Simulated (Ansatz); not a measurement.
Crystal: Ti4Ru.

```
Ru Ti
1.0
     0.00000    2.37271   11.05393
     1.55677    0.00000   11.05393
     1.55677    2.37271    0.00000
Ru Ti
1 4
Direct
  0.00000 0.00000 0.00000
  0.59038 0.59038 0.40962
  0.19693 0.19693 0.80307
  0.80307 0.80307 0.19693
  0.40962 0.40962 0.59038
```

The cell comes from a database or a generator and needn't be the stable form of this composition.

- Program: Ansatz 0.2.0
- Task: single point
- Functional: PBE
- Potentials or basis: Ansatz PAW
- Cutoff: 420 eV (not typed: the program's choice for these potentials)
- k mesh: 10 × 10 × 10
- Occupations: fermi-dirac, width 0.05 eV
- Spin: no spin polarisation

On this cell: pressure 0.2 GPa; largest force 0.096 eV/Å; band gap on the k mesh none (metal or under the smearing width).

The same run follows on a disturbed copy (atoms moved at random, drawn with an rms of 0.05 Å):

```xyz
5
Lattice="0.0000 2.3727 11.0539 1.5568 0.0000 11.0539 1.5568 2.3727 0.0000" Properties=species:S:1:pos:R:3 pbc="T T T"
Ru    0.0234    0.0413    0.0013
Ti    1.5195    2.3508   12.9859
Ti    1.5482    2.4006    4.3189
Ti    1.5180    2.3770   17.7185
Ti    1.5350    2.3847    9.0885
```

Task: What does the disturbed cell give?

Result: The energy (extrapolated to zero smearing) moves by +6.2 meV/atom; pressure 1.5 GPa; largest force 0.497 eV/Å; band gap on the k mesh none (metal or under the smearing width).

Forces in eV/Å, atoms in the order of the input:
```
Ru  -0.334 -0.204 -0.197
Ti   0.238  0.131  0.416
Ti  -0.075  0.021 -0.010
Ti   0.046 -0.023  0.142
Ti   0.126  0.074 -0.351
```

Stress tensor (GPa, compression positive):
```
1.71 0.00 0.08
0.00 0.92 0.16
0.08 0.16 1.79
```
